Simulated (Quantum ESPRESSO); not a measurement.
# Hf2Pt under changes of volume

One of the cells (16.526 Å³/atom); the others are scaled copies at fixed shape and fractional positions:

```xyz
3
Lattice="3.6872 0.0000 0.0000 -1.8436 3.1932 0.0000 0.0000 0.0000 4.2107" Properties=species:S:1:pos:R:3 pbc="T T T"
Hf    0.0000    2.1288    2.1054
Hf    1.8436    1.0644    2.1054
Pt    0.0000    0.0000    0.0000
```

The cell was built by a generator and needn't be a form met in nature.

```yaml
Program: Quantum ESPRESSO 7.5
Functional: BP86
Dispersion: D3
Potentials_or_basis: GBRV 1.5 PBE
Cutoff: 612 eV
Density_cutoff: 4898 eV
k_mesh: 8 × 8 × 6
Occupations: fermi-dirac, width 0.05 eV
Spin: no spin polarisation
```

```csv
volume (Å³/atom),energy over the lowest point (meV/atom),pressure (GPa)
15.534,617.36,69.4
15.865,481.34,61.7
16.195,360.31,54.8
16.526,?,?
16.856,157.68,42.9
17.187,73.81,37.8
17.517,0.00,33.2
```

Q: What does the run at 16.526 Å³/atom give?

A: Energy over the lowest point 252.80 meV/atom; pressure 48.6 GPa.

Worked out: A Birch-Murnaghan fit of order 3 (a polynomial in V^(-2/3)) to the other rows has no minimum within the range. It gives 252.76 meV/atom at 16.526 Å³/atom, against the run's 252.80, and -dE/dV = 49.0 GPa, against 48.6.

Energies are extrapolated to zero smearing.

Caveats: the potentials were made for another functional, which shifts forces and pressure; pairwise dispersion overbinds metals, which lowers pressure and volume; the cell as given lies far from equilibrium (some runs).
